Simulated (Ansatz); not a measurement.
Predict the output of the script below (Ansatz 0.2.0 through its Python package).

The script, `edit_eual2si2.py`:
```python
# -*- coding: utf-8 -*-
"""Keys set on an Input object, for EuAl2Si2."""

from dataclasses import dataclass

import ansatz as az


@dataclass
class Settings:
    k_length: int = 24
    smearing: str = "fermi_dirac"
    sigma: float = 0.1


cfg = Settings()

lattice = az.Lattice.of(
    [4.181, 0.0, 0.0],
    [-2.0905, 3.62085221, 0.0],
    [0.0, 0.0, 7.259],
)
sites = [
    ("Eu", [0.0, 0.0, 0.0]),
    ("Al", [1 / 3, 2 / 3, 0.6298]),
    ("Al", [2 / 3, 1 / 3, 0.3702]),
    ("Si", [1 / 3, 2 / 3, 0.2617]),
    ("Si", [2 / 3, 1 / 3, 0.7383]),
]
structure = az.Crystal(lattice=lattice)
for symbol, position in sites:
    structure = structure.atom(symbol, position)
structure = structure.moments(Eu=9.1)

setup = (
    structure.calculation()
    .pseudopotentials("paw")
    .spin("collinear")
    .kpoints(length=cfg.k_length)
    .functional(az.Functional.PBESOL)
    .occupations(cfg.smearing, width=cfg.sigma)
    .band_table()
)
typed = setup.input()
rows = []
for value in [1, 2, 3]:
    edited = typed.set(az.key.basis.xc_grid, value)
    r = az.Session.from_dict(edited).plan().execute().report
    rows.append((value, r["free_energy_ev"], r["n_iterations"], len(r["eigenvalues_ev"][0]) if "eigenvalues_ev" in r else 0))
print("       xc grid            F eV      iterations    bands listed")
for row in rows:
    print(f"{str(row[0]):>14s}  {row[1]:14.5f}  {row[2]:14d}  {row[3]:14d}")
print(edited.to_yaml())
```

```console
$ python edit_eual2si2.py
DeckWarning: basis.ecutwfc = 420 eV, auto-derived from the records' recommended cutoffs: set by Eu (normal level)
DeckWarning: where an SCF of this run starts from atoms to list the orders of its open shells, Eu (site 0, from 0) starts with 6.32 μB on its 4f shell and 0.68 μB on its 5d shell, in the place of the [...]
       xc grid            F eV      iterations    bands listed
             1    -10958.35139              11              26
             2    -10958.35134              11              26
             3    -10958.35134              11              26
crystal:
  lattice:
    - [4.181, 0.0, 0.0]
    - [-2.0905, 3.62085221, 0.0]
    - [0.0, 0.0, 7.259]
  atoms:
    - { symbol: Eu, position: [0.0, 0.0, 0.0] }
    - { symbol: Al, position: [0.3333333333333333, 0.6666666666666666, 0.6298] }
    - { symbol: Al, position: [0.6666666666666666, 0.3333333333333333, 0.3702] }
    - { symbol: Si, position: [0.3333333333333333, 0.6666666666666666, 0.2617] }
    - { symbol: Si, position: [0.6666666666666666, 0.3333333333333333, 0.7383] }
kpoints:
  mp_grid:
    grid: [7, 7, 3]
hamiltonian:
  xc: pbesol
  pseudopotentials:
    kind: paw
magnetization:
  spin_polarized: true
  per_species:
    Eu: 9.1
scf:
  occupations:
    method: fermi_dirac
    width: 0.1
output:
  eigenvalues: true
basis:
  xc_grid: 3
```
(Warnings from the package without file and line, shortened, repeats left out.)

Absolute energies stand on the zero of these potentials, so only differences at equal settings mean something. A total without «per atom» is that of the whole cell that was run. Open f shells: without a Hubbard U, without spin-orbit coupling; the state reached hangs on the start and needn't be the lowest. For a metal this k-point mesh is coarse: on a finer one energies can move by several to tens of meV an atom and pressures by half a GPa or more, differences at one mesh by less. The structure is a deposited one; some such entries were measured under pressure or heat, so a shift against it needn't be the functional's error alone. Hardware and time: 55 s on 1 thread of Arm Neoverse N1 (shared host), peak memory 0.56 GiB.
